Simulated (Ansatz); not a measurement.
# CaTe2C2N2: a short molecular-dynamics run

What does CaTe2C2N2 do over 40 steps of 1.5 fs under a Nosé-Hoover thermostat at 100 K? The cell is a randomly packed cell of 14 atoms, taken as it stands, without a relaxation.

Method: DFT PBE, plane waves, PAW, scalar-relativistic, no spin polarisation, in Ansatz 0.2.0.

## 1. The starting structure

The cell holds 14 atoms (C4Ca2N4Te4): a = 7.471 Å, b = 7.057 Å, c = 6.716 Å, α = 101.61°, β = 82.77°, γ = 86.26°.

As a file:

```cif
data_structure
_symmetry_space_group_name_H-M 'P 1'
_symmetry_Int_Tables_number 1
_cell_length_a 7.4707
_cell_length_b 7.0573
_cell_length_c 6.7156
_cell_angle_alpha 101.614
_cell_angle_beta 82.773
_cell_angle_gamma 86.264
_cell_volume 342.57
loop_
_atom_site_label
_atom_site_type_symbol
_atom_site_fract_x
_atom_site_fract_y
_atom_site_fract_z
_atom_site_occupancy
Te1 Te 0.13218 0.20490 0.31500 1
Te2 Te 0.45838 0.28860 0.59890 1
Te3 Te 0.15525 0.54126 0.04730 1
Te4 Te 0.86388 0.11184 0.69569 1
N1 N 0.10407 0.83699 0.39889 1
N2 N 0.35034 0.86479 0.13707 1
N3 N 0.26636 0.57024 0.45127 1
N4 N 0.63328 0.17359 0.05715 1
C1 C 0.30493 0.92467 0.62938 1
C2 C 0.36099 0.11848 0.93835 1
C3 C 0.51675 0.59354 0.92557 1
C4 C 0.52785 0.47692 0.22999 1
Ca1 Ca 0.88152 0.60540 0.66751 1
Ca2 Ca 0.73922 0.83510 0.23847 1
```

## 2. The run

Input file input.yaml:

```yaml
crystal:
  lattice:
    - [7.46773, -0.210062, 0.004028]
    - [0.656787, 6.978907, -0.818255]
    - [0.822777, -0.667123, 6.631549]
  atoms:
    - { symbol: Te, position: [0.132181, 0.204896, 0.315] }
    - { symbol: Te, position: [0.458384, 0.288604, 0.598901] }
    - { symbol: Te, position: [0.15525, 0.541256, 0.047303] }
    - { symbol: Te, position: [0.863877, 0.111844, 0.695694] }
    - { symbol: "N", position: [0.104072, 0.836988, 0.398892] }
    - { symbol: "N", position: [0.350337, 0.864795, 0.137072] }
    - { symbol: "N", position: [0.266364, 0.570243, 0.451268] }
    - { symbol: "N", position: [0.633277, 0.173588, 0.057155] }
    - { symbol: C, position: [0.304929, 0.92467, 0.629382] }
    - { symbol: C, position: [0.360988, 0.118476, 0.938349] }
    - { symbol: C, position: [0.516753, 0.593538, 0.925573] }
    - { symbol: C, position: [0.527853, 0.476917, 0.229994] }
    - { symbol: Ca, position: [0.881522, 0.605395, 0.667505] }
    - { symbol: Ca, position: [0.739222, 0.835096, 0.23847] }
kpoints:
  mp_grid: { grid: [2, 2, 2] }
magnetization:
  spin_polarized: false
scf:
  occupations: { method: fermi_dirac, width: 0.1 }
hamiltonian:
  pseudopotentials: { kind: paw }
  xc: pbe
basis:
  ecutwfc: 420
md:
  timestep: 1.5
  n_steps: 40
  ensemble: nvt_nose_hoover
  temperature: 100.0
  initial_velocities: maxwell_boltzmann
  seed: 879659
```

Started as:

```
> ansatz run input.yaml --threads 2 --pin off --max-ram 2560MiB --backend cpu --events-out ev --progress --plain --runs-dir out
```

The program printed (excerpt; [...] marks lines left out):

```text
Warning: md: disabling space-group detection — thermal motion breaks the input geometry's symmetry, so no spatial operation reduces the k-mesh or symmetrises the density; time reversal is kept, so that k and −k are solved as one point where they differ and the mesh holds both, and exact [...]
Warning: RAYON_NUM_THREADS=2 ignored (pool sized by the plan → 2); use --threads N
[...]
Pseudopotentials: kind: paw
Pseudopotential: Te, paw, valence charge 16, recommended cutoff 420 eV (normal), Te.paw.azcp
Pseudopotential: N, paw, valence charge 5, recommended cutoff 420 eV (normal), N.paw.azcp
Pseudopotential: C, paw, valence charge 4, recommended cutoff 420 eV (normal), C.paw.azcp
Pseudopotential: Ca, paw, valence charge 10, recommended cutoff 420 eV (normal), Ca.paw.azcp
Functional definition: PBE
[...]
Crystal: 14 atoms, lattice volume = 342.569 Å³
Basis set: ecut = 420 eV, 6699 PW (Γ), exchange–correlation on 100×96×90 points (8 copies of the dense FFT grid, shifted against one another)
Bands: 74, of which v1, the nominal top of the filled ones, is band 60 counted from 1 (59 counted from 0)
Symmetry: 1 space group operations
k-points: 8
[...]
SCF iter   1: F=—  HF=-34059.271948 eV  |F-HF|=—  |Δ(HF+E_count)|=         —  Δρ=6.51e-3  dr2=1.95e-1  ethr=1.77e-3  ⟨swp⟩=9.0  Hψ=2596  notcnv=0
[...]
md step     0: t =     0.00 fs  T =   100.0 K  F+E_penalty+E_count = -34059.25738712 eV  E_kin = 0.168038 eV  conserved = -34059.08934912 eV  (9 SCF iters)
[...]
md step     1: t =     1.50 fs  T =   101.3 K  F+E_penalty+E_count = -34059.25951803 eV  E_kin = 0.170193 eV  conserved = -34059.08932457 eV  (6 SCF iters)
[...]
SCF iter   2: F=—  HF=-34059.302029 eV  |F-HF|=—  |Δ(HF+E_count)|=   3.01e-4  Δρ=4.17e-4  dr2=5.45e-4  ethr=2.24e-6  ⟨swp⟩=2.0  Hψ=902  notcnv=0
```

## 3. The log goes on

The log, continued (excerpt; [...] marks lines left out):

```text
SCF iter   3: F=—  HF=-34059.301895 eV  |F-HF|=—  |Δ(HF+E_count)|=   1.34e-4  Δρ=8.36e-5  dr2=3.90e-5  ethr=4.54e-7  ⟨swp⟩=2.0  Hψ=902  notcnv=0
[...]
md step     2: t =     3.00 fs  T =   126.5 K  F+E_penalty+E_count = -34059.30175470 eV  E_kin = 0.212576 eV  conserved = -34059.08917423 eV  (6 SCF iters)
[...]
md step    11: t =    16.50 fs  T =  2173.9 K  F+E_penalty+E_count = -34062.88574273 eV  E_kin = 3.653022 eV  conserved = -34059.07539743 eV  (5 SCF iters)
[...]
md step    20: t =    30.00 fs  T =  3940.6 K  F+E_penalty+E_count = -34072.34064550 eV  E_kin = 6.621738 eV  conserved = -34059.16993097 eV  (11 SCF iters)
[...]
md step    29: t =    43.50 fs  T =  2752.7 K  F+E_penalty+E_count = -34075.85884473 eV  E_kin = 4.625576 eV  conserved = -34059.26077067 eV  (8 SCF iters)
[...]
md step    40: t =    60.00 fs  T =  1938.4 K  F+E_penalty+E_count = -34081.36427071 eV  E_kin = 3.257302 eV  conserved = -34059.46278091 eV  (9 SCF iters)
SCF converged after 9 iterations
Free energy (F): -34081.364271 eV
[...]
E sigma→0 (E₀):  -34081.246683 eV
Entropy (-TS):   -0.235175 eV (-16.798 meV/atom)
Fermi energy:    5.102655 eV
[...]
--- Forces (eV/Å), atoms counted from 1 ---
  atom   1  Te    -0.20125742     0.77843053    -1.11639178
  atom   2  Te     0.84178322    -0.75970775     1.40449213
  atom   3  Te    -2.14586210    -0.08316705     0.06013850
  atom   4  Te    -0.64222037    -0.20579712    -0.38120115
  atom   5  N      8.35766006    -0.63622474     3.86291798
  atom   6  N      0.86669388    -3.71467252     3.84709699
  atom   7  N      1.43794834     2.68866918    -4.08222220
  atom   8  N     -4.45394689    -5.06932597     2.62668372
[...]
--- MD trajectory: 40 steps, t = 0.0 → 60.0 fs ---
  final state: T = 1938.4 K   F+E_penalty+E_count = -34081.36427071 eV   E_kin = 3.257302 eV
  conserved energy: peak-to-peak 5.530e-1 eV (3.950e-2 eV/atom) over 60.0 fs
```

Wall time 6.6 min (2 threads of Arm Neoverse N1, shared host); peak memory 0.88 GiB.

## 4. The trajectory

The trajectory, every 2 steps (energies from step 0); msd is the mean square displacement from the start, the centre of mass held:

```
time (fs)  T (K)  potential energy change (meV/atom)  conserved energy change (meV/atom)  msd N (Å²)  msd C (Å²)  msd Ca (Å²)  msd Te (Å²)
      0.0    100                                 0.0                                0.00       0.000       0.000        0.000        0.000
      3.0    127                                -3.2                                0.01       0.000       0.000        0.000        0.000
      6.0    256                               -18.6                                0.07       0.001       0.001        0.000        0.000
      9.0    516                               -49.9                                0.18       0.004       0.003        0.000        0.000
     12.0    961                              -104.2                                0.38       0.010       0.010        0.001        0.000
     15.0   1679                              -194.5                                0.74       0.024       0.027        0.002        0.000
     18.0   2782                              -341.6                                1.35       0.049       0.060        0.003        0.000
     21.0   4410                              -580.4                                2.55       0.096       0.123        0.005        0.001
     24.0   6681                              -962.3                                0.71       0.177       0.232        0.007        0.001
     27.0   7131                             -1230.0                              -35.77       0.307       0.401        0.010        0.001
     30.0   3941                              -934.5                               -5.76       0.432       0.549        0.013        0.001
     33.0   6258                             -1343.3                              -31.83       0.476       0.583        0.017        0.002
     36.0   4141                             -1197.6                              -15.67       0.541       0.622        0.021        0.002
     39.0   2509                             -1075.2                              -14.41       0.646       0.664        0.026        0.002
     42.0   2469                             -1127.6                              -16.44       0.768       0.694        0.031        0.003
     45.0   3594                             -1327.7                              -17.98       0.881       0.717        0.037        0.003
     48.0   4678                             -1571.1                              -27.63       0.987       0.755        0.043        0.003
     51.0   3085                             -1481.8                              -23.18       1.086       0.832        0.051        0.004
     54.0   3255                             -1584.6                              -29.64       1.135       0.859        0.058        0.005
     57.0   3334                             -1686.5                              -32.76       1.167       0.839        0.066        0.006
     60.0   1938                             -1579.1                              -26.67       1.218       0.813        0.074        0.006
```

time (fs), T (K) and a bar:
```
      0.0        100 
      3.0        127 
      4.5        177 
      7.5        367 #
     10.5        711 ##
     13.5       1279 #####
     15.0       1679 ######
     18.0       2782 ###########
     21.0       4410 #################
     24.0       6681 ##########################
     25.5       7640 ##############################
     28.5       4712 ##################
     31.5       5329 #####################
     34.5       5610 ######################
     36.0       4141 ################
     39.0       2509 ##########
     42.0       2469 #########
     45.0       3594 ##############
     46.5       4446 #################
     49.5       4144 ################
     52.5       2705 ##########
     55.5       3691 ##############
     57.0       3334 #############
     60.0       1938 #######
```

Bonds that form or break, judged by distance (formed within 1.15 times the sum of covalent radii and held on average over 12 fs, broken when stretched by half; pairs already stretched at the start don't count as bonds):

```
time (fs)     bond  event
     22.5    N5–C9  forms
     22.5   N6–C11  forms
     24.0   N8–C10  forms
     28.5  C11–C12  forms
     36.0   N8–C12  forms
     43.5   N7–C12  forms
```

Pair distribution over the second half of the run:

```
r (Å)  g Te–N  g Te–C
 0.68    0.00    0.00
 0.84    0.00    0.00
 1.00    0.00    0.00
 1.16    0.00    0.00
 1.32    0.00    0.00
 1.48    0.00    0.00
 1.64    0.00    0.00
 1.80    0.00    0.00
 1.96    0.32    0.00
 2.12    0.23    0.00
 2.28    0.38    0.00
 2.44    0.72    0.82
 2.60    1.76    1.43
 2.76    4.09    0.89
 2.92    1.08    0.20
 3.08    1.33    2.68
```

First peaks of g(r) (not always the tallest), and, where a minimum follows, the mean number of second-named atoms round a first-named one up to the next minimum:

```
pair  peak (Å)  height  minimum (Å)  neighbours
Te–N      2.76     4.1            -           -
```

## 5. Frames from the trajectory

Extended XYZ, with forces in eV/Å:

```xyz
14
Lattice="7.468 -0.210 0.004 0.657 6.979 -0.818 0.823 -0.667 6.632" Properties=species:S:1:pos:R:3:forces:R:3 pbc="T T T" time_fs=9.0 T=516 dE=-0.6989
Te    1.381    1.190    1.933    0.888   -0.233   -0.586
Te    4.103    1.526    3.744   -0.675    0.214    0.411
Te    1.545    3.711   -0.139    1.189    0.943    0.195
Te    7.096    0.130    4.531   -0.356   -0.386    0.782
N     1.697    5.549    1.976    1.112    0.492    0.923
N     3.321    5.824    0.189    0.509   -1.295   -1.766
N     2.799    3.616    2.478    0.613   -0.767   -0.786
N     4.833    1.055    0.241   -2.364    1.013   -0.126
C     3.334    5.982    3.370   -0.941   -0.181   -1.173
C     3.571    0.098    6.152    1.300   -0.475    1.255
C     4.983    3.439    5.694   -0.737    0.402    2.986
C     4.468    3.058    1.101   -0.107   -0.278   -1.528
Ca    7.551    3.602    3.928    0.619   -0.156   -0.294
Ca    6.272    5.525    0.888   -1.051    0.707   -0.293
14
Lattice="7.468 -0.210 0.004 0.657 6.979 -0.818 0.823 -0.667 6.632" Properties=species:S:1:pos:R:3:forces:R:3 pbc="T T T" time_fs=16.5 T=2174 dE=-3.6284
Te    1.386    1.187    1.939    0.801    0.157   -0.515
Te    4.098    1.534    3.752   -0.771    0.150    0.149
Te    1.542    3.714   -0.147    1.041    0.754    0.186
Te    7.093    0.124    4.540   -0.368   -0.546    0.568
N     1.779    5.567    2.029    2.120    1.240    2.432
N     3.362    5.729    0.104    1.516   -2.575   -2.651
N     2.876    3.578    2.404    0.795   -1.007   -0.763
N     4.685    1.109    0.237   -3.258    1.213   -0.140
C     3.230    5.983    3.272   -2.582   -1.139   -2.753
C     3.657    0.052    6.233    2.580    0.002    2.189
C     4.924    3.480    5.873   -1.029    1.354    3.830
C     4.482    3.039    0.996   -0.497   -0.098   -1.976
Ca    7.578    3.605    3.918    0.667   -0.201   -0.342
Ca    6.262    5.545    0.873   -1.016    0.696   -0.215
14
Lattice="7.468 -0.210 0.004 0.657 6.979 -0.818 0.823 -0.667 6.632" Properties=species:S:1:pos:R:3:forces:R:3 pbc="T T T" time_fs=25.5 T=7640 dE=-16.4545
Te    1.395    1.185    1.943    0.219    1.486   -0.406
Te    4.088    1.543    3.760   -0.215    0.825   -0.692
Te    1.544    3.720   -0.154   -1.898   -0.779    0.481
Te    7.088    0.115    4.552   -0.892    0.064   -0.193
N     1.993    5.651    2.222    2.361    0.987    2.885
N     3.489    5.482   -0.112    2.982   -4.855   -1.236
N     3.002    3.485    2.287    1.320   -2.393   -1.220
N     4.356    1.218    0.219   -5.793   -0.518   -1.422
C     2.948    5.911    2.995   -2.568   -1.428   -2.312
C     3.916    0.019    6.443    6.180    3.203    2.220
C     4.800    3.618    6.276   -0.826    2.560    2.356
C     4.464    3.019    0.780   -1.098    0.792   -0.200
Ca    7.619    3.605    3.901    0.774   -0.457   -0.305
Ca    6.235    5.578    0.854   -0.545    0.512    0.043
14
Lattice="7.468 -0.210 0.004 0.657 6.979 -0.818 0.823 -0.667 6.632" Properties=species:S:1:pos:R:3:forces:R:3 pbc="T T T" time_fs=34.5 T=5610 dE=-18.5362
Te    1.403    1.190    1.945   -0.027    1.421   -0.108
Te    4.079    1.554    3.763   -0.187    0.653   -1.147
Te    1.536    3.721   -0.157   -2.796   -0.405    0.277
Te    7.080    0.108    4.560   -0.655   -0.104   -0.475
N     1.881    5.672    2.210    6.648    1.411    5.316
N     3.620    5.366   -0.349    2.266   -5.566    2.080
N     3.168    3.304    2.137    1.751   -1.908   -0.949
N     4.121    1.471    0.227    0.756    3.229   -0.185
C     3.043    5.885    2.991   -6.923   -1.869   -4.723
C     4.107   -0.054    6.625    0.618    2.155    0.089
C     4.779    3.502    6.726   -1.241    5.373   -3.720
C     4.396    3.053    0.615   -0.754   -4.426    3.732
Ca    7.663    3.598    3.883    0.860   -0.369   -0.352
Ca    6.206    5.612    0.840   -0.315    0.405    0.166
14
Lattice="7.468 -0.210 0.004 0.657 6.979 -0.818 0.823 -0.667 6.632" Properties=species:S:1:pos:R:3:forces:R:3 pbc="T T T" time_fs=43.5 T=2753 dE=-16.6015
Te    1.409    1.202    1.944    0.775    0.988   -0.848
Te    4.072    1.566    3.760   -0.137    0.348   -0.837
Te    1.514    3.720   -0.158   -2.625   -0.300    0.021
Te    7.070    0.102    4.564   -0.655   -0.456   -0.280
N     1.798    5.687    2.225    7.030    1.044    5.192
N     3.753    5.258   -0.459    2.132   -5.047    3.282
N     3.371    3.077    1.985    1.520   -0.548    1.003
N     4.152    1.838    0.262   -3.629  -18.597   -8.280
C     3.096    5.847    2.993   -7.566   -1.314   -4.441
C     4.073   -0.124    6.707    3.283    5.571    0.911
C     4.767    3.516    6.899    0.258    3.574   -3.862
C     4.329    2.851    0.707   -1.118   14.199    8.367
Ca    7.711    3.587    3.863    0.891   -0.217   -0.337
Ca    6.179    5.646    0.832   -0.159    0.756    0.110
14
Lattice="7.468 -0.210 0.004 0.657 6.979 -0.818 0.823 -0.667 6.632" Properties=species:S:1:pos:R:3:forces:R:3 pbc="T T T" time_fs=51.0 T=3085 dE=-20.7454
Te    1.416    1.213    1.941   -0.976    1.010   -0.428
Te    4.066    1.575    3.754    0.284    0.005   -0.812
Te    1.490    3.718   -0.159   -3.336   -0.476   -0.044
Te    7.061    0.097    4.565   -1.206    0.289   -0.462
N     1.952    5.729    2.395  -25.025   -1.997  -11.610
N     3.905    5.111   -0.503    1.526    5.210   -4.442
N     3.551    2.903    1.941   -3.549   -0.874   10.626
N     4.069    1.651    0.102    5.585    6.261   -0.778
C     2.870    5.770    2.838   25.581    0.774   12.198
C     4.204    0.087    6.797   -4.285   -5.903    0.258
C     4.759    3.636    6.918    1.462   -7.794    3.341
C     4.238    2.929    1.002    2.875    3.008   -7.870
Ca    7.754    3.576    3.847    0.873   -0.321   -0.175
Ca    6.159    5.677    0.828    0.190    0.806    0.199
14
Lattice="7.468 -0.210 0.004 0.657 6.979 -0.818 0.823 -0.667 6.632" Properties=species:S:1:pos:R:3:forces:R:3 pbc="T T T" time_fs=60.0 T=1938 dE=-22.1069
Te    1.418    1.229    1.936   -0.201    0.778   -1.116
Te    4.063    1.584    3.745    0.842   -0.760    1.404
Te    1.453    3.714   -0.160   -2.146   -0.083    0.060
Te    7.048    0.093    4.564   -0.642   -0.206   -0.381
N     1.744    5.721    2.408    8.358   -0.636    3.863
N     4.097    5.095   -0.622    0.867   -3.715    3.847
N     3.628    2.703    2.232    1.438    2.689   -4.082
N     4.205    1.656   -0.132   -4.454   -5.069    2.627
C     3.088    5.700    2.897   -8.492    0.043   -3.121
C     4.131    0.041    6.927    4.764    4.744   -2.244
C     4.823    3.515    6.963    0.164    7.011   -6.797
C     4.227    3.163    1.060   -0.843   -5.056    6.257
Ca    7.804    3.562    3.829    0.659   -0.113   -0.056
Ca    6.143    5.715    0.827   -0.313    0.373   -0.260
```

## 6. What came out

| quantity | value |
| --- | --- |
| length | 40 steps of 1.5 fs |
| temperature, first and last step | 100 and 1938 K |
| temperature, second half | mean 3613 K, from 1938 to 6258 K |
| potential energy, second half | -1363 meV/atom from the start |
| largest change of the conserved energy | 36.49 meV/atom |
| mean square displacement, second half | N 0.850, C 0.723, Ca 0.039, Te 0.003 Å² |

Against a set 100 K the second half averages 3613 K with a spread of 1127 K (in equilibrium 14 atoms would scatter by about 23 K, over a far longer run); the potential energy of that half lies 1363 meV/atom under the start, so the atoms have moved to lower-lying arrangements, and the energy set free heats the cell. The conserved energy strays from its start by at most 36.49 meV/atom, 9.8 % of the mean kinetic energy, which is poor: the step of 1.5 fs is too long for the fastest motion. The bonding pattern changes, first at 22.5 fs: N5–C9 forms. Over the second half N atoms stand 0.9 Å (root mean square) from where they began, and the farthest move is 1.4 Å. Averages from a run of 60 fs with 14 atoms are rough. The k-mesh is coarse.
